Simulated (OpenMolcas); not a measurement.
# Tc⁵⁺ among point charges: CASSCF and CASPT2 levels and susceptibility

Aim: the splitting of the states of Tc⁵⁺ in the field of 6 point charges, its lowest levels with spin-orbit coupling and its magnetic susceptibility.

The numbers are computed with OpenMolcas 26.06 (state-averaged CASSCF and CASPT2, spin-orbit coupling by RASSI with atomic mean-field integrals), except any that are marked as measured or tabulated.

### Step 1. What is computed

```
Species                           : Tc⁵⁺ (technetium, Z = 43, 38 electrons)
Basis                             : ANO-RCC-VDZP [6s5p3d1f], 43 functions
Scalar Hamiltonian                : DKH2, point nucleus
Inactive shells                   : 1s 2s 2p 3s 3p 3d 4s 4p
Active space                      : 2 electrons in 5 orbitals (4d)
Some configurations of this space : 4d²
Orbitals                          : optimised for each spin and parity, averaged over all roots
```

Outer shells as boxes (Hund's rule):

4d2
```
4d [↑ ][↑ ][  ][  ][  ]
```

The ion sits among 6 point charges of -1.36 e arranged as an octahedron (Oh), 2.01 Å from the ion.

Each step is its own input file, run in one work folder so that later steps find the files of earlier ones. Labels, J, g values, rates, χT and fits are worked out afterwards by a script from the matrices that RASSI stores. The input lists half of the charges; inversion (Group=XYZ) makes the rest.

### Step 2. Basis and integrals

Contents of a.inp:

```
&GATEWAY
Coord
1

Tc 0.0 0.0 0.0
Basis=ANO-RCC-VDZP
Group=XYZ
NoMove
AngMom=0.0 0.0 0.0
AMFI
XField
3 Angstrom 0
2.010000 0.000000 0.000000 -1.360000
0.000000 2.010000 0.000000 -1.360000
0.000000 0.000000 2.010000 -1.360000
&SEWARD
```

### Step 3. CASSCF: triplets of even parity, 10 roots

Contents of a.inp:

```
&RASSCF
FileOrb=start.orb
Symmetry=1
Spin=3
nActEl=2 0 0
Inactive=9 9
Ras2=5 0
CIRoot=10 10 1
SDav=10
CIMx=300
Iter=120 100
PrWF=0.3
OrbListing=Nothing
MaxOrb=0
>>> COPY $Project.JobIph JOB001
```

start.orb holds the contracted functions of the basis, ordered by shell, or the orbitals of the step before.

### Step 4. Reference wave functions, singlets of even parity, 15 roots

Contents of a.inp:

```
&RASSCF
FileOrb=start.orb
Symmetry=1
Spin=1
nActEl=2 0 0
Inactive=9 9
Ras2=5 0
CIRoot=15 15 1
SDav=15
CIMx=300
Iter=120 100
PrWF=0.3
OrbListing=Nothing
MaxOrb=0
>>> COPY $Project.JobIph JOB002
```

### Step 5. RASSI: spin-orbit coupling between the states

Contents of a.inp:

```
&RASSI
NrOfJobIphs=2 10 15
1 2 3 4 5 6 7 8 9 10
1 2 3 4 5 6 7 8 9 10 11 12 13 14 15
IphNames
JOB001
JOB002
EJob
SpinOrbit
DIPRint=1.0
SOCoupling=1000.0
Subsets=2
Property=9
'ANGMOM' 1 'ANGMOM' 2 'ANGMOM' 3 'MLTPL  1' 1 'MLTPL  1' 2 'MLTPL  1' 3
'AMFI' 1 'AMFI' 2 'AMFI' 3
SOProperty=3
'ANGMOM' 1 'ANGMOM' 2 'ANGMOM' 3
```

### Step 6. CASPT2: IPEA 0.25, imaginary shift 0.1 (closed shells correlated: 4s 4p)

Contents of a.inp:

```
>>> COPY JOB001 $Project.JobIph
&CASPT2
Multistate=10 1 2 3 4 5 6 7 8 9 10
NoMult
Frozen=8 6
IPEA=0.25
Imaginary=0.1
MaxIter=60
WThr=0.0 0.3 0.05
PrWF=0.5
NoMix
>>> COPY JOB002 $Project.JobIph
&CASPT2
Multistate=15 1 2 3 4 5 6 7 8 9 10 11 12 13 14 15
NoMult
Frozen=8 6
IPEA=0.25
Imaginary=0.1
MaxIter=60
WThr=0.0 0.3 0.05
PrWF=0.5
NoMix
```

(Steps that only read results are left out.)

Q: Predict the outcome of this session. Wanted: spin-free ground state; first state of the same spin within the active space; lowest level; next level.

**Answer**, as computed:

```
                                            quantity                                                                        value
                                              method  SS-CASPT2, IPEA 0.25, imaginary shift 0.1 (closed shells correlated: 4s 4p)
                              spin-free ground state                                              3T1, 3-fold in its orbital part
first state of the same spin within the active space                                                             3T2 at 4560 cm⁻¹
                                        lowest level                                               2-fold E, g = 0.00, 0.00, 0.00
                                          next level                                                                   368.6 cm⁻¹
                                         χT at 300 K                                                               0.15 cm³ K/mol
                           effective moment at 300 K                                                                      1.09 μB
```

Cost by method:

```csv
method,time of its own steps,time with the reference
A. CASSCF,4.3 s,4.3 s
"B. SS-CASPT2, IPEA 0.25, imaginary shift 0.1, +4s 4p",1.6 s,5.9 s
```

Times are of one thread on a shared host.

What this shows: The spin-free ground state (3T1) comes to 99 % from free-ion F terms and keeps the highest spin of the shell. χT at 300 K is 0.15, against 1.00 cm³ K/mol for the spin alone, so spin-orbit coupling lowers it. A ligand-field fit to the states below 45000 cm-1 gives 10Dq = 5741 cm-1, B = 807 cm-1 and C = 3568 cm-1 (C/B = 4.42), with a deviation of 322 cm-1. CASPT2 does not keep the components of a term degenerate, and the means are used. The field of point charges can differ much from that of real complexes. Point charges carry no covalency, so the field is a model and not that of real ligands.
